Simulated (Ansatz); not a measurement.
# CH2BrFOTe: the cost of one run

Computed with Ansatz 0.2.0, Gaussian basis. Level: the settings change from run to run.

### Step 1. The molecule

The geometry comes from an earlier relaxation with PBE0-D4 in a triple-zeta def2 set; it is a stationary point, not always the lowest conformer. Te takes a core potential in def2 sets; no spin-orbit term is included.

7 atoms, charge 0, spin multiplicity 1.

Atoms are counted from 1 here; the program's logs count them from 0.

Bond lengths: O1–C2 1.355 Å, O1–H6 0.967 Å, C2–F3 1.357 Å, C2–Br4 1.942 Å, C2–Te5 2.193 Å, Te5–H7 1.655 Å. Angles: C2–O1–H6 108.2°, O1–C2–F3 110.7°, O1–C2–Br4 106.7°, O1–C2–Te5 110.9°, F3–C2–Br4 107.6°, F3–C2–Te5 108.0°, Br4–C2–Te5 113.1°, C2–Te5–H7 92.2°.

### Step 2. B3LYP/def2-mTZVPP

Set apart from the defaults: charge +1, multiplicity 2, restricted open-shell orbitals.

in.yaml reads:

```yaml
crystal:
  periodic: [false, false, false]
  atoms:
    - {symbol: O, position_ang: [0.218983, -0.417846, 1.469133]}
    - {symbol: C, position_ang: [-0.220926, -0.283045, 0.194150]}
    - {symbol: F, position_ang: [0.301004, -1.253797, -0.597842]}
    - {symbol: Br, position_ang: [-2.145898, -0.536078, 0.239506]}
    - {symbol: Te, position_ang: [0.371748, 1.658121, -0.636032]}
    - {symbol: H, position_ang: [1.179770, -0.308334, 1.469700]}
    - {symbol: H, position_ang: [0.356621, 1.072980, -2.184414]}
basis:
  gaussian: {orbitals: def2-mTZVPP}
total_charge: 1
magnetization: {spin_polarized: false, initial_magnetization: 1}
hamiltonian: {xc: {name: B3LYP}}
```

Launch:

```console
$ ansatz run in.yaml --threads 4 --pin off --events-out ev --progress --plain --max-ram 10444MiB
```

What time and memory should one allow on 4 threads of Arm Neoverse V1, shared host?

About 8 s, with a peak of 0.63 GiB.
